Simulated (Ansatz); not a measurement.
# AlClF2H2O: the cost of one run

All numbers below are computed with Ansatz 0.2.0 (UKS PBE0-D4/def2-SVP).

## (1) The structure to begin with

Bond lengths: Al1–Cl2 2.601 Å, Al1–F3 1.634 Å, Al1–F4 1.637 Å, Al1–O6 2.179 Å, O6–H7 0.958 Å. Angles: Cl2–Al1–F3 114.2°, Cl2–Al1–F4 110.8°, Cl2–Al1–O6 74.7°, F3–Al1–F4 124.7°, F3–Al1–O6 114.9°, F4–Al1–O6 106.5°, Al1–O6–H7 118.5°.

As a file:

```xyz
7

Al   -0.1694   -0.6599   -0.6953
Cl   -0.7962    1.8636   -0.7390
F     0.8214   -1.1257   -1.9081
F    -1.4062   -1.5564   -0.1055
H     0.2351    1.2098    0.5206
O     0.8393    0.2137    1.0279
H     0.4760    0.0549    1.8995
```

## (2) Run 1

150 steps of 0.5 fs at constant energy, with velocities drawn for 100 K.

The input, input.yaml:

```yaml
crystal:
  periodic: [false, false, false]
  atoms:
    - { symbol: Al, position_ang: [-0.1694, -0.6599, -0.6953] }
    - { symbol: Cl, position_ang: [-0.7962, 1.8636, -0.739] }
    - { symbol: F, position_ang: [0.8214, -1.1257, -1.9081] }
    - { symbol: F, position_ang: [-1.4062, -1.5564, -0.1055] }
    - { symbol: H, position_ang: [0.2351, 1.2098, 0.5206] }
    - { symbol: O, position_ang: [0.8393, 0.2137, 1.0279] }
    - { symbol: H, position_ang: [0.476, 0.0549, 1.8995] }
magnetization:
  spin_polarized: true
basis:
  gaussian: { orbitals: def2-SVP }
hamiltonian:
  xc: pbe0
  dispersion: d4
md:
  timestep: 0.5
  n_steps: 150
  ensemble: nve
  temperature: 100.0
  initial_velocities: maxwell_boltzmann
  seed: 960553
```

Launch:

```bash
ansatz run input.yaml --threads 2 --pin off --max-ram 3072MiB --backend cpu --events-out ev --progress --plain --runs-dir out
```

Q: Estimate wall time and peak memory on 2 threads of Arm Neoverse N1, shared host.

About 13 min, with a peak of 0.26 GiB.
